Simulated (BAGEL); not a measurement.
**SiN2H5Cl (SMILES N[SiH](N)Cl): HF/STO-3G (density fitting with qzvpp-jkfit)**

Aim: the vertical ionisation energy of SiN2H5Cl at HF/STO-3G (density fitting with qzvpp-jkfit), from 2 runs. 

The calculation is run with BAGEL 1.2.2.

32 further runs of the same task are left out: 8 that didn't finish, 24 set aside as unsound or not needed.

## 1. Starting point

SiN2H5Cl has 9 atoms, charge 0, and is taken as a singlet. SMILES: `N[SiH](N)Cl`. The coordinates come from a PBE0-D4/def2-TZVP relaxation. This is one conformer, not always the lowest.

Bond lengths: N1–Si2 1.699 Å, Si2–N3 1.697 Å, Si2–Cl4 2.073 Å, N1–H5 1.005 Å, N1–H6 1.006 Å, Si2–H7 1.482 Å, N3–H8 1.007 Å, N3–H9 1.008 Å. Some angles: N1–Si2–N3 107.9°, N1–Si2–Cl4 103.8°, N3–Si2–Cl4 116.7°, N1–Si2–H7 118.8°, N3–Si2–H7 105.8°, Cl4–Si2–H7 104.4°, Si2–N1–H5 121.2°, Si2–N1–H6 120.9°, Si2–N3–H8 120.2°, Si2–N3–H9 120.5°.

## 2. The energy at HF/STO-3G (density fitting with qzvpp-jkfit)

File input.json:

```json
{ "bagel" : [

{
  "title" : "molecule",
  "basis" : "sto-3g",
  "df_basis" : "qzvpp-jkfit",
  "angstrom" : true,
  "geometry" : [
    { "atom" : "N", "xyz" : [   -0.509800,    1.299800,   -0.392000 ] },
    { "atom" : "Si", "xyz" : [    0.353100,   -0.162800,   -0.342500 ] },
    { "atom" : "N", "xyz" : [    0.059300,   -0.889800,    1.162600 ] },
    { "atom" : "Cl", "xyz" : [   -0.311800,   -1.187600,   -2.017200 ] },
    { "atom" : "H", "xyz" : [   -0.798400,    1.704400,   -1.266000 ] },
    { "atom" : "H", "xyz" : [   -0.413900,    1.982200,    0.341600 ] },
    { "atom" : "H", "xyz" : [    1.826600,   -0.127300,   -0.492100 ] },
    { "atom" : "H", "xyz" : [    0.678600,   -1.603400,    1.510800 ] },
    { "atom" : "H", "xyz" : [   -0.883700,   -1.015500,    1.494800 ] }
  ]
},
{ "title" : "hf" },
{ "title" : "print", "file" : "orbitals.molden", "orbitals" : true }

]}
```

The run is started by

```bash
$ BAGEL_NUM_THREADS=1 BAGEL input.json > input.out
```

Output:

```text
* using 1 threads per process

  ===============================================================
  ===============================================================

  *** Geometry ***

  { "atom" : "N", "xyz" : [     -0.963382,      2.456266,     -0.740773 ] },
  { "atom" : "Si", "xyz" : [      0.667262,     -0.307647,     -0.647231 ] },
  { "atom" : "N", "xyz" : [      0.112061,     -1.681478,      2.196996 ] },
  { "atom" : "Cl", "xyz" : [     -0.589217,     -2.244239,     -3.811956 ] },
  { "atom" : "H", "xyz" : [     -1.508757,      3.220849,     -2.392393 ] },
  { "atom" : "H", "xyz" : [     -0.782158,      3.745815,      0.645530 ] },
  { "atom" : "H", "xyz" : [      3.451774,     -0.240562,     -0.929934 ] },
  { "atom" : "H", "xyz" : [      1.282368,     -3.029987,      2.854998 ] },
  { "atom" : "H", "xyz" : [     -1.669951,     -1.919017,      2.824763 ] },

  Number of auxiliary basis functions:      500

  Since a DF basis is specified, we compute 2- and 3-index integrals:
    o Being stored without compression. Storage requirement is 0.004 GB

  Number of basis functions:       33
  Number of electrons      :       50

    * METHOD: MOLECULE                             0.19

  *** RHF ***

  === Nuclear Repulsion ===
   226.7470026530

      * DIIS with orbital gradients will be used.

  === RHF iteration (sto-3g) ===
      0       -850.60910474          0.01110766           0.03
      1       -850.66155055          0.00225188           0.03
      2       -850.66413695          0.00053722           0.03
      3       -850.66435285          0.00008233           0.03
      4       -850.66436008          0.00002091           0.03
      5       -850.66436054          0.00000446           0.02
      6       -850.66436056          0.00000107           0.03
      7       -850.66436056          0.00000026           0.03
      8       -850.66436056          0.00000006           0.02
      9       -850.66436056          0.00000002           0.03
     10       -850.66436056          0.00000000           0.03
    * SCF iteration converged.

    * Permanent dipole moment:
           (   -0.380267,    -0.537234,    -0.917331) a.u.

    * METHOD: HF                                   0.37

    * METHOD: PRINT                                0.00

  ===============================================================
```

It took 0.68 s on 1 thread of Arm Neoverse V1, shared host.

## 3. The doublet cation at the same level

File hf.json:

```json
{ "bagel" : [

{
  "title" : "molecule",
  "basis" : "sto-3g",
  "df_basis" : "qzvpp-jkfit",
  "angstrom" : true,
  "geometry" : [
    { "atom" : "N", "xyz" : [   -0.509800,    1.299800,   -0.392000 ] },
    { "atom" : "Si", "xyz" : [    0.353100,   -0.162800,   -0.342500 ] },
    { "atom" : "N", "xyz" : [    0.059300,   -0.889800,    1.162600 ] },
    { "atom" : "Cl", "xyz" : [   -0.311800,   -1.187600,   -2.017200 ] },
    { "atom" : "H", "xyz" : [   -0.798400,    1.704400,   -1.266000 ] },
    { "atom" : "H", "xyz" : [   -0.413900,    1.982200,    0.341600 ] },
    { "atom" : "H", "xyz" : [    1.826600,   -0.127300,   -0.492100 ] },
    { "atom" : "H", "xyz" : [    0.678600,   -1.603400,    1.510800 ] },
    { "atom" : "H", "xyz" : [   -0.883700,   -1.015500,    1.494800 ] }
  ]
},
{
  "title" : "uhf",
  "charge" : 1,
  "nopen" : 1
},
{
  "title" : "print",
  "file" : "orbitals.molden",
  "orbitals" : true
}

]}
```

The run is started by

```bash
$ BAGEL_NUM_THREADS=1 BAGEL hf.json > hf.out
```

Output:

```text
* using 1 threads per process

  ===============================================================
  ===============================================================

  *** Geometry ***

  { "atom" : "N", "xyz" : [     -0.963382,      2.456266,     -0.740773 ] },
  { "atom" : "Si", "xyz" : [      0.667262,     -0.307647,     -0.647231 ] },
  { "atom" : "N", "xyz" : [      0.112061,     -1.681478,      2.196996 ] },
  { "atom" : "Cl", "xyz" : [     -0.589217,     -2.244239,     -3.811956 ] },
  { "atom" : "H", "xyz" : [     -1.508757,      3.220849,     -2.392393 ] },
  { "atom" : "H", "xyz" : [     -0.782158,      3.745815,      0.645530 ] },
  { "atom" : "H", "xyz" : [      3.451774,     -0.240562,     -0.929934 ] },
  { "atom" : "H", "xyz" : [      1.282368,     -3.029987,      2.854998 ] },
  { "atom" : "H", "xyz" : [     -1.669951,     -1.919017,      2.824763 ] },

  Number of auxiliary basis functions:      500

  Since a DF basis is specified, we compute 2- and 3-index integrals:
    o Being stored without compression. Storage requirement is 0.004 GB

  Number of basis functions:       33
  Number of electrons      :       50

    * METHOD: MOLECULE                             0.19

  *** Open-shell HF ***

  === Nuclear Repulsion ===
   226.7470026530

      * DIIS with orbital gradients will be used.

  === UHF iteration (sto-3g) ===
      0       -850.32050818          0.02336330           0.05
      1       -850.40214275          0.00657770           0.05
      2       -850.41412825          0.00459655           0.05
      3       -850.41802012          0.00252283           0.05
      4       -850.42235116          0.00084980           0.05
      5       -850.42271596          0.00040285           0.05
      6       -850.42285969          0.00015409           0.05
      7       -850.42288786          0.00007697           0.05
      8       -850.42289358          0.00002925           0.05
      9       -850.42289396          0.00000573           0.05
     10       -850.42289400          0.00000245           0.05
     11       -850.42289403          0.00000082           0.05
     12       -850.42289403          0.00000041           0.05
     13       -850.42289403          0.00000012           0.05
     14       -850.42289404          0.00000004           0.05
     15       -850.42289404          0.00000002           0.05
     16       -850.42289404          0.00000001           0.05
     17       -850.42289404          0.00000000           0.05
    * SCF iteration converged.

    * S^2 (UHF) is 0.7611

    * Permanent dipole moment:
           (    0.120684,    -2.886029,    -1.360070) a.u.

    * METHOD: UHF                                  0.93

    * METHOD: PRINT                                0.00

  ===============================================================
```

Wall time 1.2 s (1 thread of Arm Neoverse V1, shared host).

## 4. Summary of results

At HF/STO-3G (density fitting with qzvpp-jkfit):

```
                                          quantity          value
                    singlet SiN2H5Cl: total energy  -850.66436 Eh
                   singlet SiN2H5Cl: dipole moment         2.87 D
                     singlet SiN2H5Cl: HOMO energy       -8.94 eV
                     singlet SiN2H5Cl: LUMO energy       10.04 eV
                   singlet SiN2H5Cl: HOMO–LUMO gap       18.97 eV
                      doublet cation: total energy  -850.42289 Eh
                              doublet cation: ⟨S²⟩          0.761
vertical ionisation energy (to the doublet cation)       6.571 eV
```

In words: Removing an electron at fixed nuclei costs 6.57 eV (634 kJ/mol). −ε(HOMO) before ionisation, 8.94 eV, is 2.37 eV above this ionisation energy. In a minimal basis such a difference can be off by several eV, whatever the method.
